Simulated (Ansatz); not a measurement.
CH4NSb, SMILES C=[N][SbH2]: vertical energies of changing the electron count, run with Ansatz 0.2.0 through its Python package.

The script reads `ch4nsb.xyz`:
```text
7

C    -0.85360   -0.48530   -0.69010
N    -0.46500   -0.91540    0.40470
Sb    1.06320    0.01640    1.41700
H    -1.63990   -0.93130   -1.22000
H    -0.46920    0.45080   -1.14960
H     0.35520    1.61620    1.23260
H     2.07050    0.18070   -0.04040
```

Script `ip_ch4nsb.py`:
```python
from dataclasses import dataclass

import ansatz as az


@dataclass(frozen=True)
class Settings:
    basis: str = "x2c-TZVPPall"
    functional: str = "r2scan0"


cfg = Settings()


def energy_of(molecule, charge=0, unpaired=0):
    calc = molecule.calculation().basis(gaussian=cfg.basis).functional(cfg.functional)
    if charge:
        calc = calc.charge(charge)
    if unpaired:
        calc = calc.spin("collinear", total=unpaired)
    report = calc.run(threads=1).report
    if report["published_state_doubts"]:
        print("  doubts:", report["published_state_doubts"])
    return report["free_energy_ev"]

molecule = az.Crystal.molecule_from_extxyz("ch4nsb.xyz")

parent = energy_of(molecule, 0, 0)
cation = energy_of(molecule, 1, 1)
print(f"E(N)   = {parent:.5f} eV")
print(f"E(N-1) = {cation:.5f} eV  (1 unpaired)")
print(f"vertical ionisation energy {cation - parent:.3f} eV")
```

What does it cost to change the electron count at this fixed geometry?

At this unrelaxed geometry removing an electron costs 8.89 eV.

What the script printed:

Output of `python ip_ch4nsb.py`:
```text
E(N)   = -178945.26136 eV
E(N-1) = -178936.37053 eV  (1 unpaired)
vertical ionisation energy 8.891 eV
```

Notes:
- Total energies depend on the basis set; only differences at equal settings carry meaning.
- The geometry is a force-field or estimated start, not a minimum of this method, and the basis set is short of its limit. All parts are taken at fixed geometry, without zero-point energy. At an unrelaxed start these energies can be a whole eV from those at the minimum, and a small affinity can change sign.
- Hardware and time: 36 s on 1 thread of Arm Neoverse V2, with other jobs on the host, peak memory 0.62 GiB.
